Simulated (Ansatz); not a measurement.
## SnAs, space group Fm-3m: an all-electron equation of state, step by step

Computed with the Ansatz DFT code, driven from Python.

Interactive session:
```pycon
>>> from dataclasses import dataclass
>>> import warnings
>>> import ansatz as az
>>> from ase.eos import EquationOfState
>>> from ase.units import GPa
>>> import numpy as np
>>> @dataclass
... class Options:
...     scf_tol: float = 1e-07
...     mixing_beta: float = 0.2
...     functional: str = 'pbesol'
...     kmesh: tuple[int, ...] = (9, 9, 9)
...
>>> cfg = Options()
>>> vectors0 = np.array([
...     [0.0, 2.8405, 2.8405],
...     [2.8405, 0.0, 2.8405],
...     [2.8405, 2.8405, 0.0],
... ])
>>> sites = [
...     ('Sn', [0.0, 0.0, 0.0]),
...     ('As', [0.5, 0.5, 0.5]),
... ]
>>> def build(cell):
...     crystal = az.Crystal(lattice=az.Lattice.of(cell))
...     for symbol, position in sites:
...         crystal = crystal.atom(symbol, position)
...     return crystal
...
>>> warnings.simplefilter('ignore', az.DeckWarning)
>>> volumes, energies = [], []
>>> for scale in np.linspace(0.92, 1.08, 5):
...     cell = vectors0 * scale ** (1 / 3)
...     job = (
...         build(cell).calculation()
...         .occupations(az.OccupationsMethod.FERMI_DIRAC)
...         .scf(tolerance=cfg.scf_tol)
...         .mixing('broyden', ndim=12, beta=cfg.mixing_beta)
...         .functional(cfg.functional)
...         .kpoints(*cfg.kmesh)
...         .pseudopotentials('all_electron', lapw=True, basis_error=0.002)
...     )
...     summary = job.run(threads=1, backend='cpu').report
...     volumes.append(abs(np.linalg.det(cell)) / len(sites))
...     energies.append(summary['free_energy_ev'] / len(sites))
...     print(f'{scale:.3f} {volumes[-1]:9.4f} A^3/atom {energies[-1]:16.5f} eV/atom  (estimated basis error {1000 * summary["lapw_basis_errors"]["total_ev_per_atom"]:.2f} meV/atom)')
...
0.920   21.0849 A^3/atom    -114747.95256 eV/atom  (estimated basis error 0.68 meV/atom)
0.960   22.0017 A^3/atom    -114747.99317 eV/atom  (estimated basis error 0.67 meV/atom)
1.000   22.9184 A^3/atom    -114748.01099 eV/atom  (estimated basis error 0.67 meV/atom)
1.040   23.8351 A^3/atom    -114748.01056 eV/atom  (estimated basis error 0.69 meV/atom)
1.080   24.7519 A^3/atom    -114747.99551 eV/atom  (estimated basis error 0.68 meV/atom)
>>> v0, e0, bulk = EquationOfState(volumes, energies, eos='birchmurnaghan').fit()
>>> print(f'V0 = {v0:.4f} A^3/atom, B0 = {bulk / GPa:.1f} GPa')
V0 = 23.3445 A^3/atom, B0 = 72.9 GPa
```

A third-order Birch-Murnaghan fit through the 5 points has its minimum at 23.34 Å³ an atom, 1.9 % above the typed cell, with a bulk modulus of 73 GPa and dB/dP = 4.6. From that minimum the energy rises by 60.3 meV an atom on the compressed side and 17.3 meV on the expanded side.

Caveats:
- These settings explore the input space; cutoff and mesh may be short of convergence.
- For a metal this k-point mesh is coarse: on a finer one energies can move by several to tens of meV an atom and pressures by half a GPa or more, differences at one mesh by less.
- Of the deposited cell: the entry's cell lengths or inner coordinates differ somewhat from later room-temperature determinations.
- The structure is a deposited one; some such entries were measured under pressure or heat, so a shift against it needn't be the functional's error alone.
- Hardware and time: 54 s on 1 thread of Arm Neoverse V1 (shared host), peak memory 0.38 GiB.
